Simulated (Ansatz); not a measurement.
**FeNi3: energy against volume**

This session on FeNi3 sets out to follow energy and moments against volume.

Method: DFT PBEsol, scalar-relativistic, plane waves, PAW, in Ansatz 0.2.0.

1 further run of the same task is left out (it didn't finish).

### Step 1. The starting structure

It takes space group I4/mmm (No. 139, tetragonal). The conventional cell has a = 3.534 Å, b = 3.534 Å, c = 7.079 Å, α = 90.00°, β = 90.00°, γ = 90.00°. Fe (site symmetry 4/mmm) has 12 Ni at 2.50 Å as nearest neighbours. Ni (site symmetry 4/mmm) has 4 Fe at 2.50 Å and 8 Ni at 2.50 Å as nearest neighbours. Ni (site symmetry -4m2) is surrounded by 8 Ni at 2.50 Å and 4 Fe at 2.50 Å.

Coordinates:

```xyz
4
Lattice="-1.7670 1.7670 3.5396 1.7670 -1.7670 3.5396 1.7670 1.7670 -3.5396" Properties=species:S:1:pos:R:3 pbc="T T T"
Fe    0.0000    0.0000    0.0000
Ni    0.0000    0.0000    3.5396
Ni    0.0000    1.7670    1.7698
Ni    1.7670    0.0000    1.7698
```

Source of the structure: the Materials Project (structure only). It is taken as it stands there.

### Step 2. The base input

The input, input.yaml:

```yaml
crystal:
  lattice:
    - [-1.766979, 1.766979, 3.539592]
    - [1.766979, -1.766979, 3.539592]
    - [1.766979, 1.766979, -3.539592]
  atoms:
    - { symbol: Fe, position: [0.0, 0.0, 0.0], spin: 3.1 }
    - { symbol: Ni, position: [0.5, 0.5, 0.0], spin: 0.69 }
    - { symbol: Ni, position: [0.75, 0.25, 0.5], spin: 0.72 }
    - { symbol: Ni, position: [0.25, 0.75, 0.5], spin: 0.72 }
basis:
  ecutwfc: 420
kpoints:
  mp_grid: { grid: [16, 16, 16] }
hamiltonian:
  xc: pbesol
scf:
  occupations: { method: gaussian, width: 0.1 }
output:
  forces: true
  stress: true
  eigenvalues: true
  populations: true
magnetization:
  spin_polarized: true
```

Its results, from an earlier run: -5465.9967 eV/atom at zero smearing, pressure -8.58 GPa, largest force 0.000 eV/Å, no gap on the mesh, site moments Fe +2.81, Ni +0.62, Ni +0.65 (×2) μB, in 15 SCF cycles and 2.1 min.

### Step 3. V/V0 = 0.8, start: ferromagnetic

The input, input.yaml:

```yaml
crystal:
  lattice:
    - [-1.6403179991, 1.6403179991, 3.2858661405]
    - [1.6403179991, -1.6403179991, 3.2858661405]
    - [1.6403179991, 1.6403179991, -3.2858661405]
  atoms:
    - { symbol: Fe, position: [0.0, 0.0, 0.0], spin: 4.0 }
    - { symbol: Ni, position: [0.5, 0.5, 0.0], spin: 2.0 }
    - { symbol: Ni, position: [0.75, 0.25, 0.5], spin: 2.0 }
    - { symbol: Ni, position: [0.25, 0.75, 0.5], spin: 2.0 }
basis:
  ecutwfc: 420
kpoints:
  mp_grid: { grid: [16, 16, 16] }
hamiltonian:
  xc: pbesol
scf:
  occupations: { method: gaussian, width: 0.1 }
  lower_state_search: "off"
output:
  forces: true
  stress: true
  eigenvalues: true
  populations: true
magnetization:
  spin_polarized: true
```

On the command line:

```
$ ansatz run input.yaml --threads 1 --pin off --max-ram 2560MiB --backend cpu --events-out ev --progress --plain --runs-dir out
```

### Step 4. V/V0 = 0.86, start: ferromagnetic

input.yaml, as its differences from that of step 3:

```diff
@@ -2,5 +2,5 @@
   lattice:
-    - [-1.6403179991, 1.6403179991, 3.2858661405]
-    - [1.6403179991, -1.6403179991, 3.2858661405]
-    - [1.6403179991, 1.6403179991, -3.2858661405]
+    - [-1.6803414421, 1.6803414421, 3.3660406411]
+    - [1.6803414421, -1.6803414421, 3.3660406411]
+    - [1.6803414421, 1.6803414421, -3.3660406411]
   atoms:
@@ -24,2 +24,6 @@
   populations: true
+  write_density: true
+  write_potential: true
+  elf: true
+  volumetric_format: npy
 magnetization:
```

### Step 5. V/V0 = 0.92, start: ferromagnetic

input.yaml, as its differences from that of step 4:

```diff
@@ -2,5 +2,5 @@
   lattice:
-    - [-1.6803414421, 1.6803414421, 3.3660406411]
-    - [1.6803414421, -1.6803414421, 3.3660406411]
-    - [1.6803414421, 1.6803414421, -3.3660406411]
+    - [-1.7185440316, 1.7185440316, 3.4425676286]
+    - [1.7185440316, -1.7185440316, 3.4425676286]
+    - [1.7185440316, 1.7185440316, -3.4425676286]
   atoms:
@@ -24,6 +24,2 @@
   populations: true
-  write_density: true
-  write_potential: true
-  elf: true
-  volumetric_format: npy
 magnetization:
```

### Step 6. V/V0 = 0.96, start: ferromagnetic

input.yaml, as its differences from that of step 5:

```diff
@@ -2,5 +2,5 @@
   lattice:
-    - [-1.7185440316, 1.7185440316, 3.4425676286]
-    - [1.7185440316, -1.7185440316, 3.4425676286]
-    - [1.7185440316, 1.7185440316, -3.4425676286]
+    - [-1.743097978, 1.743097978, 3.4917538114]
+    - [1.743097978, -1.743097978, 3.4917538114]
+    - [1.743097978, 1.743097978, -3.4917538114]
   atoms:
```

### Step 7. V/V0 = 1.04, start: ferromagnetic

input.yaml, as its differences from that of step 6:

```diff
@@ -2,5 +2,5 @@
   lattice:
-    - [-1.743097978, 1.743097978, 3.4917538114]
-    - [1.743097978, -1.743097978, 3.4917538114]
-    - [1.743097978, 1.743097978, -3.4917538114]
+    - [-1.7902313902, 1.7902313902, 3.5861709205]
+    - [1.7902313902, -1.7902313902, 3.5861709205]
+    - [1.7902313902, 1.7902313902, -3.5861709205]
   atoms:
```

### Step 8. V/V0 = 1.1, start: ferromagnetic

input.yaml, as its differences from that of step 7:

```diff
@@ -2,5 +2,5 @@
   lattice:
-    - [-1.7902313902, 1.7902313902, 3.5861709205]
-    - [1.7902313902, -1.7902313902, 3.5861709205]
-    - [1.7902313902, 1.7902313902, -3.5861709205]
+    - [-1.8240172861, 1.8240172861, 3.6538504384]
+    - [1.8240172861, -1.8240172861, 3.6538504384]
+    - [1.8240172861, 1.8240172861, -3.6538504384]
   atoms:
```

### Step 9. V/V0 = 1.18, start: ferromagnetic

input.yaml, as its differences from that of step 8:

```diff
@@ -2,5 +2,5 @@
   lattice:
-    - [-1.8240172861, 1.8240172861, 3.6538504384]
-    - [1.8240172861, -1.8240172861, 3.6538504384]
-    - [1.8240172861, 1.8240172861, -3.6538504384]
+    - [-1.8672052387, 1.8672052387, 3.7403640481]
+    - [1.8672052387, -1.8672052387, 3.7403640481]
+    - [1.8672052387, 1.8672052387, -3.7403640481]
   atoms:
```

(Steps that only read results are left out.)

Q: Predict the outcome of the series: the values and the trend.

As calculated:

```
                           quantity        value
lowest point, start “ferromagnetic”  V/V0 = 0.96
```

For the start “ferromagnetic” the lowest point lies at V/V0 = 0.96. The pressure passes through zero near V/V0 = 0.959, about 10.60 Å³/atom. The largest site moment goes from 2.42 μB at the smallest volume to 3.04 μB at the largest, growing as the bands narrow. The listed cell is far from this method's equilibrium (-8.6 GPa, forces up to 0.00 eV/Å), so its values are not those of the relaxed crystal.
